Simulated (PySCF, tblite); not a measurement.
# C7H3F3N2S: excited states

Aim: compute the excited states of C7H3F3N2S (`FC(F)(F)c1cccc2nsnc12`).

Programs: tblite 0.8.0 and PySCF 2.14.0, with routines of our own; each step states its level. All values are computed. Atoms count from 0.

## Step 1: The starting structure

16 atoms, charge 0, multiplicity 1; geometry from: force field or distance geometry start.

## Step 2: Relaxing the molecule with GFN2-xTB

The job: settings as JSON, then the geometry in Å.

```
{"job": {"kind": "relax", "xc": "GFN2-xTB", "basis": "xTB"}, "charge": 0, "multiplicity": 1}
F      2.669000     0.842100    -1.288100
C      2.301500     0.230300    -0.138200
F      2.772900     1.005600     0.889200
F      3.066700    -0.899900    -0.087500
C      0.841800    -0.061900    -0.029900
C      0.328100    -1.380100     0.084000
C     -1.044500    -1.688200     0.171900
C     -2.045600    -0.709400     0.153900
C     -1.607400     0.620900     0.028800
N     -2.409700     1.703700    -0.011900
S     -1.406400     3.017900    -0.164900
N      0.077000     2.273200    -0.175900
C     -0.147500     0.958800    -0.057300
H      1.044900    -2.213200     0.113200
H     -1.341400    -2.729500     0.270600
H     -3.106800    -0.961400     0.230700
```

Started as:

```sh
OMP_NUM_THREADS=1 python excited_run.py task.json out
```

This one command runs all jobs of the session in turn.

The program printed:

```text
step      E/eV     max force
  0   -1082.99375    2.467
  1   -1083.21497    1.063
  2   -1083.28130    0.644
  3   -1083.30307    0.369
  4   -1083.31442    0.287
  5   -1083.32550    0.233
  6   -1083.33482    0.188
  7   -1083.34114    0.201
  8   -1083.34456    0.165
  9   -1083.34662    0.155
 10   -1083.34774    0.088
 11   -1083.34829    0.070
 12   -1083.34872    0.081
 13   -1083.34927    0.115
 14   -1083.34988    0.104
 15   -1083.35041    0.059
 16   -1083.35083    0.065
 17   -1083.35126    0.065
 18   -1083.35173    0.073
 19   -1083.35214    0.051
 20   -1083.35242    0.039
 21   -1083.35259    0.027
 22   -1083.35271    0.025
 23   -1083.35279    0.019
 24   -1083.35283    0.013
 25   -1083.35285    0.012
 26   -1083.35286    0.007
```

Wall time 0.25 s (1 thread of Arm Neoverse V1, shared host).

The steps of the relaxation:

```csv
step,energy from step 0 (eV),largest force (eV/Å)
0,0.0000,2.4671
1,-0.2212,1.0629
2,-0.2876,0.6440
3,-0.3093,0.3686
4,-0.3207,0.2872
5,-0.3317,0.2335
6,-0.3411,0.1882
7,-0.3474,0.2011
8,-0.3508,0.1653
9,-0.3529,0.1550
10,-0.3540,0.0877
11,-0.3545,0.0701
12,-0.3550,0.0812
13,-0.3555,0.1151
14,-0.3561,0.1040
15,-0.3567,0.0594
16,-0.3571,0.0649
17,-0.3575,0.0646
18,-0.3580,0.0732
19,-0.3584,0.0506
20,-0.3587,0.0393
21,-0.3588,0.0269
22,-0.3590,0.0252
23,-0.3590,0.0192
24,-0.3591,0.0125
25,-0.3591,0.0117
26,-0.3591,0.0068
```

Close pairs (by a distance rule), those that changed most:

```csv
bond,before (Å),after (Å),change (Å)
C8–C12,1.501,1.440,-0.061
N9–S10,1.660,1.602,-0.058
S10–N11,1.660,1.602,-0.058
C4–C5,1.419,1.372,-0.048
C6–C7,1.400,1.368,-0.032
C1–F2,1.371,1.342,-0.028
C1–F3,1.366,1.343,-0.022
C5–H13,1.099,1.079,-0.020
```

The final coordinates are the input of the step that follows.

## Step 3: Infrared spectrum with GFN2-xTB

The job: settings as JSON, then the geometry in Å.

```
{"job": {"kind": "ir", "xc": "GFN2-xTB", "basis": "xTB"}, "charge": 0, "multiplicity": 1}
F      2.552983     0.864327    -1.269988
C      2.249232     0.227140    -0.128146
F      2.657559     1.021199     0.874355
F      3.033970    -0.862562    -0.086718
C      0.790528    -0.110890    -0.031895
C      0.340364    -1.400983     0.087773
C     -1.034594    -1.691393     0.177621
C     -1.984392    -0.707157     0.150408
C     -1.557121     0.624743     0.028738
N     -2.306703     1.728186    -0.017341
S     -1.343612     3.000469    -0.160980
N      0.067744     2.242653    -0.173887
C     -0.153916     0.933824    -0.064146
H      1.052212    -2.211886     0.113729
H     -1.334113    -2.723738     0.270196
H     -3.037740    -0.924989     0.218872
```

The program printed:

```text
mode    cm-1     km/mol
  1      30.0      0.00
  2      95.7      0.55
  3     116.5      1.20
  4     170.1      1.24
  5     220.1      0.09
  6     294.4      2.84
  7     308.6      1.94
  8     313.4      4.52
  9     415.7      7.95
 10     445.1     21.19
 11     482.6      0.68
 12     496.5      4.28
 13     519.8      3.58
 14     544.2     21.37
 15     600.3      0.90
 16     619.8      6.56
 17     637.9     18.78
 18     730.1      4.65
 19     732.0      7.33
 20     801.4     41.74
 21     843.9     64.18
 22     879.0     87.41
 23     897.5      0.44
 24     907.7     34.21
 25     920.4      0.52
 26     958.2     51.31
 27    1048.4    316.82
 28    1050.8    153.32
 29    1095.9     53.47
 30    1133.5     98.00
 31    1178.6     12.04
 32    1249.7    129.01
 33    1311.3     12.34
 34    1315.7      8.80
 35    1337.2     24.55
 36    1417.2     23.46
 37    1498.9      2.16
 38    1538.6      8.52
 39    1598.6      7.61
 40    3097.9      3.50
 41    3105.6      4.79
 42    3115.6     11.24
```

Wall time 0.78 s (1 thread of Arm Neoverse V1, shared host).

The strongest bands and the atoms that carry them (share of the mass-weighted mode):

```csv
cm⁻¹,km/mol,atoms
844,64.2,"N11 44 %, C7 16 %"
879,87.4,"N9 49 %, S10 16 %, N11 11 %"
958,51.3,"C4 23 %, N9 20 %, F3 10 %"
1048,316.8,"C1 74 %, F2 13 %, F0 11 %"
1051,153.3,C1 61 %
1096,53.5,"H15 35 %, C5 16 %, H13 14 %, C1 14 %"
1134,98.0,"H14 30 %, C1 29 %"
1250,129.0,"C1 24 %, H14 21 %, C4 19 %, H13 18 %"
```

## Step 4: Excited states: TDA LC-wPBE/def2-SVP

Settings changed since step 3:

```diff
@@ -1,2 +1,2 @@
-{"job": {"kind": "ir", "xc": "GFN2-xTB", "basis": "xTB"}, "charge": 0, "multiplicity": 1}
+{"job": {"kind": "states", "xc": "LC-wPBE", "basis": "def2-SVP", "tda": true, "soc": true, "nstates": 6, "ntriplets": 5, "nquad": 4}, "charge": 0, "multiplicity": 1}
 F      2.552983     0.864327    -1.269988
```

With the program's defaults for keys left out, this is: TDA LC-wPBE/def2-SVP excited states, vertical, gas phase, spin-orbit mean-field couplings.

The program printed:

```text
coarse grid: 16472 points
cycle   1  E = -1074.1904877393  dE =  3.544e+00  |g| = 1.063e+00  |ddm| = 5.496e+00
cycle   2  E = -1074.2322838164  dE = -4.180e-02  |g| = 1.086e+00  |ddm| = 2.094e+00
cycle   3  E = -1074.4199557267  dE = -1.877e-01  |g| = 9.290e-02  |ddm| = 1.084e+00
cycle   4  E = -1074.4217104073  dE = -1.755e-03  |g| = 4.305e-02  |ddm| = 1.785e-01
cycle   5  E = -1074.4221672636  dE = -4.569e-04  |g| = 2.189e-02  |ddm| = 8.793e-02
cycle   6  E = -1074.4222967029  dE = -1.294e-04  |g| = 6.659e-03  |ddm| = 3.035e-02
cycle   7  E = -1074.4223181887  dE = -2.149e-05  |g| = 2.622e-03  |ddm| = 1.190e-02
cycle   8  E = -1074.4223269578  dE = -8.769e-06  |g| = 1.270e-03  |ddm| = 8.965e-03
final grid: 163120 points
cycle   9  E = -1074.5832674889  dE = -5.593e-05  |g| = 1.426e-02  |ddm| = 4.442e-02
cycle  10  E = -1074.5832692185  dE = -1.730e-06  |g| = 1.428e-02  |ddm| = 2.702e-02
cycle  11  E = -1074.5833017968  dE = -3.258e-05  |g| = 7.030e-04  |ddm| = 1.219e-02
cycle  12  E = -1074.5833019840  dE = -1.873e-07  |g| = 4.064e-04  |ddm| = 1.419e-03
cycle  13  E = -1074.5833020636  dE = -7.960e-08  |g| = 1.800e-04  |ddm| = 7.925e-04
cycle  14  E = -1074.5833020854  dE = -2.176e-08  |g| = 9.562e-05  |ddm| = 3.691e-04
cycle  15  E = -1074.5833020958  dE = -1.045e-08  |g| = 5.250e-05  |ddm| = 3.171e-04
cycle  16  E = -1074.5833020981  dE = -2.309e-09  |g| = 1.063e-05  |ddm| = 1.690e-04
cycle  17  E = -1074.5833020983  dE = -1.380e-10  |g| = 4.761e-06  |ddm| = 5.199e-05
converged SCF energy = -1074.5833020983

Singlet excitations
state   eV       nm        f     d(h-e)  d(exc)  Lambda  PR(NTO)  |dmu|/D   mu/D   main configurations
  1   4.7411   261.5   0.00001   0.400   2.644   0.441   1.018    1.206    2.729   H-2->L 0.89, H-2->L+2 0.09
  2   4.9155   252.2   0.17321   0.693   3.210   0.807   1.184    1.775    4.272   H->L 0.87
  3   5.0692   244.6   0.27723   0.137   3.029   0.682   1.400    0.364    2.640   H-1->L 0.77, H->L+1 0.13
  4   5.5893   221.8   0.00301   0.045   2.799   0.512   1.068    0.238    2.850   H-3->L 0.91
  5   7.0537   175.8   0.42932   0.224   2.726   0.685   2.477                     H-1->L+2 0.40, H->L+1 0.38
  6   7.1659   173.0   0.00466   0.091   3.176   0.757   1.294                     H-4->L 0.86

Triplet excitations (Tamm-Dancoff)
state   eV     d(h-e)  d(exc)  Lambda  PR(NTO)   main configurations
  1   2.6770   0.342   2.843   0.820   1.215   H->L 0.88
  2   3.4374   0.129   2.957   0.675   1.066   H-1->L 0.94
  3   4.0017   0.280   2.518   0.440   1.050   H-2->L 0.83, H-2->L+2 0.13
  4   4.3871   0.120   2.318   0.764   2.033   H-4->L 0.51, H->L+2 0.41
  5   4.9979   0.072   2.627   0.509   1.144   H-3->L 0.80
S1 - T1 = 2.0641 eV

Spin-orbit couplings |<S|Hso|T>| (cm-1)
             T1       T2       T3       T4       T5
S0        0.966    0.269   76.441    0.239   14.795
S1        1.492   35.337    0.072    0.721    3.726
S2        0.193    0.504   11.598    0.529   14.953
S3        0.366    0.131   32.932    0.298   25.676
S4        6.490   33.279    7.133    4.555    0.043
S5        0.133    0.087   31.456    0.439   20.863
S6        1.068    0.043    7.429    0.143   12.663
T1 sublevels (cm-1): 0.000 0.000 0.002   radiative rates (1/s): 0.00115 0.00531 1.72
```

Run time: 1.7 min. Hardware: 1 thread of Arm Neoverse V1, shared host; peak memory 0.98 GiB.

In short:

```csv
quantity,value
S1 less T1,2.06 eV
```

The fields below are evaluated on a grid from the run's orbitals.

Frontier orbitals at LC-wPBE/def2-SVP, with the share of their density that lies nearest to each atom:

```csv
orbital,energy (eV),lies on
HOMO,-9.97,"C4, C7 about 21 % each; N9, N11 about 14 % each; C6 11 %"
LUMO,-0.91,"S10 21 %; N9, N11 about 15 % each; C4, C7 about 11 % each"
```

ELF in a plane through or near 14 of the atoms.

Ten even steps from ' ' (0.00) to '@' (1.00):
```
                                                        
                              ..----::                  
                            ..++%%%%##==                
                            ::##@@@@@@++..              
                    ==****------++::++--                
                  ..%%@@@@==**##::::##**####++::        
                    --%%**::==++::**==::@@@@##++        
                      ..++##**==--**##==%%%%**--        
              ::--::..--##--%%##%%----++::..            
            ..--==--@@==**%%******--##**..              
      ..--==++##::**%%--..++::  ::**--==%%@@@@%%::      
      ::**%%====**..::**%%**++==++%%..--@@@@@@@@++      
      ..==**%%%%##  ..**::++==##====##==##@@@@%%..      
          ::====..  @@@@@@******==##**      ..          
                  ==@@@@@@==  ==@@@@@@##                
                  ..##%%==    ::@@@@@@%%..              
                                ==**++..                
                                                        
                                                        
                                                        
```
The map spans 11.4 Å across and 11.3 Å up, centred on the molecule. Atoms in the plane (x, y in Å): C1 (-2.3, 0.1), F3 (-3.0, -1.0), C4 (-0.8, -0.1), C5 (-0.3, -1.4), C6 (1.1, -1.7), C7 (2.0, -0.6), C8 (1.5, 0.7), N9 (2.2, 1.8), S10 (1.2, 3.1), N11 (-0.2, 2.2), C12 (0.1, 0.9), H13 (-1.0, -2.3), H14 (1.5, -2.7), H15 (3.1, -0.8).

On the surface of density 0.002 e/bohr³ the electrostatic potential runs, from the 1st to the 99th percentile, from -1.35 V near N11 to 1.26 V near H14.

## Step 5: Results

| quantity | value |
| --- | --- |
| strongest single infrared mode (GFN2-xTB) | 1048 cm⁻¹, 317 km/mol |
| zero-point energy (GFN2-xTB) | 57.3 kcal/mol |
| S1 less T1 (step 4, TDA LC-wPBE/def2-SVP) | 2.06 eV |
| potential on the surface of density 0.002 e/bohr³, 1st and 99th percentile | -1.35 V and 1.26 V |

In words: No mode is imaginary among the 42: a minimum at this level. GFN2-xTB is a fitted tight-binding method: band positions and strengths are rough. Its intensities can rank the bands wrongly. In step 4, the number of triplets below S1 is 4, and the largest singlet-triplet spin-orbit coupling is S0–T3, 76.44 cm⁻¹. By nearest atom (LC-wPBE/def2-SVP), the HOMO sits on C4, C7 about 21 % each; N9, N11 about 14 % each and the LUMO on S10 21 %; N9, N11 about 15 % each.
